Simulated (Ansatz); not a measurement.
# GeBH4 radical: single points off equilibrium

Aim: energy, forces and dipole at a structure displaced at random from a GFN2-xTB minimum, from CCSD(T) and from density functionals.

The runs use Ansatz 0.2.0, Gaussian basis; single points in def2-TZVPP.

Correlated methods freeze the cores. Filled d shells of the heavier atoms are correlated. Orbitals are unrestricted.

### Step 1. The system as given

SMILES `[BH][GeH3]`, 6 atoms, charge 0, spin multiplicity 2.

Atoms are counted from 1 here; the program's logs count them from 0.

Bond lengths: B1–Ge2 1.803 Å, B1–H3 1.411 Å, Ge2–H4 1.544 Å, Ge2–H5 1.762 Å, Ge2–H6 1.605 Å. Angles: Ge2–B1–H3 127.6°, B1–Ge2–H4 118.8°, B1–Ge2–H5 117.6°, B1–Ge2–H6 111.7°, H4–Ge2–H5 102.1°, H4–Ge2–H6 109.4°, H5–Ge2–H6 94.2°.

As a file:

```
B     0.5988   -0.8950    0.9271
Ge   -0.3300    0.2777   -0.0800
H     1.2921   -2.0437    0.4902
H    -1.5058   -0.2424   -0.9346
H     0.5717    1.2461   -1.2439
H    -0.8135    1.5442    0.7784
```

### Step 2. CCSD(T)/def2-TZVPP

File run/in.yaml:

```yaml
crystal:
  periodic: [false, false, false]
  atoms:
    - {symbol: B, position_ang: [0.598800, -0.895000, 0.927100]}
    - {symbol: Ge, position_ang: [-0.330000, 0.277700, -0.080000]}
    - {symbol: H, position_ang: [1.292100, -2.043700, 0.490200]}
    - {symbol: H, position_ang: [-1.505800, -0.242400, -0.934600]}
    - {symbol: H, position_ang: [0.571700, 1.246100, -1.243900]}
    - {symbol: H, position_ang: [-0.813500, 1.544200, 0.778400]}
basis:
  gaussian: {orbitals: def2-TZVPP}
magnetization: {spin_polarized: true, initial_magnetization: 1}
correlation: {method: ccsd_t}
scf: {omitted_lower_state_checks: [cluster_reference]}
output: {forces: true}
```

No record of the launch command was kept for these runs.

### Step 3. PBE0-D4/def2-TZVPP

run/in.yaml, as its differences from that of step 2:

```diff
@@ -12,4 +12,3 @@
 magnetization: {spin_polarized: true, initial_magnetization: 1}
-correlation: {method: ccsd_t}
-scf: {omitted_lower_state_checks: [cluster_reference]}
-output: {forces: true}
+hamiltonian: {xc: pbe0, dispersion: d4}
+output: {forces: true, orbitals: {seedname: orbitals}}
```

### Step 4. wB97M-V/def2-TZVPP

run/in.yaml, as its differences from that of step 3:

```diff
@@ -12,3 +12,3 @@
 magnetization: {spin_polarized: true, initial_magnetization: 1}
-hamiltonian: {xc: pbe0, dispersion: d4}
-output: {forces: true, orbitals: {seedname: orbitals}}
+hamiltonian: {xc: {name: wB97M-V}}
+output: {forces: true}
```

### Step 5. r2SCAN-D4/def2-TZVPP

run/in.yaml, as its differences from that of step 4:

```diff
@@ -12,3 +12,3 @@
 magnetization: {spin_polarized: true, initial_magnetization: 1}
-hamiltonian: {xc: {name: wB97M-V}}
+hamiltonian: {xc: r2scan, dispersion: d4}
 output: {forces: true}
```

### Step 6. PBE-D4/def2-TZVPP

run/in.yaml, as its differences from that of step 5:

```diff
@@ -12,3 +12,3 @@
 magnetization: {spin_polarized: true, initial_magnetization: 1}
-hamiltonian: {xc: r2scan, dispersion: d4}
+hamiltonian: {xc: pbe, dispersion: d4}
 output: {forces: true}
```

### Step 7. LC-wPBE/def2-TZVPP

run/in.yaml, as its differences from that of step 6:

```diff
@@ -12,3 +12,3 @@
 magnetization: {spin_polarized: true, initial_magnetization: 1}
-hamiltonian: {xc: pbe, dispersion: d4}
+hamiltonian: {xc: {name: LC-wPBE}}
 output: {forces: true}
```

### Step 8. r2SCANh-D4/def2-TZVPP

run/in.yaml, as its differences from that of step 7:

```diff
@@ -12,3 +12,3 @@
 magnetization: {spin_polarized: true, initial_magnetization: 1}
-hamiltonian: {xc: {name: LC-wPBE}}
+hamiltonian: {xc: {name: r2SCANh}, dispersion: d4}
 output: {forces: true}
```

(Steps that only read results are left out.)

**Question.** What will these runs give? Wanted: energy less free atoms, CCSD(T)/def2-TZVPP; RMS force component; RMS force error; HOMO and LUMO, PBE0-D4; T1 diagnostic.

The runs gave:

```
                                  quantity                                                                                              value
energy less free atoms, CCSD(T)/def2-TZVPP                                                                                     -1327.3 kJ/mol
                       RMS force component                                                               2.422 to 2.741 eV/Å over the methods
                           RMS force error  PBE0-D4 0.133, wB97M-V 0.085, r2SCAN-D4 0.205, PBE-D4 0.320, LC-wPBE 0.118, r2SCANh-D4 0.158 eV/Å
                    HOMO and LUMO, PBE0-D4                                                                                 -6.47 and -3.29 eV
                             T1 diagnostic                                                                                              0.017
```

What this shows: Against CCSD(T) the functionals' energies less atoms differ by -60.3 to -11.7 kJ/mol, PBE-D4 by -39.1 kJ/mol. A larger basis would deepen the CCSD(T) value, while the functionals are nearly converged already, so the order here is not reliable. For forces wB97M-V does best and PBE-D4 worst. Frozen-core CCSD(T) forces in triple zeta carry basis errors of their own, and this is one geometry, so small gaps rank nothing.
